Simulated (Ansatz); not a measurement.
Runs of Ansatz 0.2.0 on Cu3O2. The structure is tetragonal, space group I4/mmm (No. 139). The conventional cell has a = 4.046 Å, b = 4.046 Å, c = 7.347 Å, α = 90.00°, β = 90.00°, γ = 90.00°. Cu (site symmetry 4/mmm) has 4 O at 2.02 Å as nearest neighbours. Cu (site symmetry -4m2) has 2 O at 1.84 Å as nearest neighbours. Around O (site symmetry mmm) lie 4 Cu at 1.84 to 2.02 Å. The cell comes from a database or a generator and needn't be the stable form of this composition.

| task | level | cell | k mesh | cutoff (eV) | points for each segment of the path | gap on the mesh (eV) | pressure (GPa) | relaxed volume (Å³/atom) |
| --- | --- | --- | --- | --- | --- | --- | --- | --- |
| band structure | PBE | as given | 9 × 9 × 9 | 420 | 14 | none | 0.7 | - |
| relaxation of cell and atoms | r2SCAN | relaxed | 9 × 9 × 9 | 500 | - | none | 0.0 | 11.59 |
| band structure | PBEsol | as given | 9 × 9 × 9 | 420 | 14 | none | -6.2 | - |
| relaxation of cell and atoms | PBEsol | relaxed | 9 × 9 × 9 | 420 | - | none | 0.0 | (a) |
| relaxation of cell and atoms | PBE | relaxed | 9 × 9 × 9 | 420 | - | none | 0.0 | 12.14 |
| density of states | PBEsol | as given | 8 × 8 × 8 | 420 | - | none | -6.2 | - |

Alike in all rows: potentials or basis Ansatz PAW; no spin polarisation; smearing fermi-dirac 0.05 eV.

Question: Estimate the missing entries.

Answer: (a) 11.44.

Caveats: an odd number of electrons without spin polarisation forces a metal; a magnetic or distorted state may lie lower; the run has no spin polarisation, though such a crystal can be magnetic; semilocal functionals often make such compounds metallic where correlation or magnetic order opens a gap, which also shifts bond lengths; the PAW data sets come from PBE, with cores solved anew for the run's functional, which leaves a small shift of forces and pressure (some runs); the plane-wave basis is chosen anew once the cell has moved, so the energies of steps on either side of that aren't comparable (some runs).

A k mesh can miss the band edges.

A gap of «none» marks a metal or a gap under the smearing width.

Not every run made on this cell is shown here.
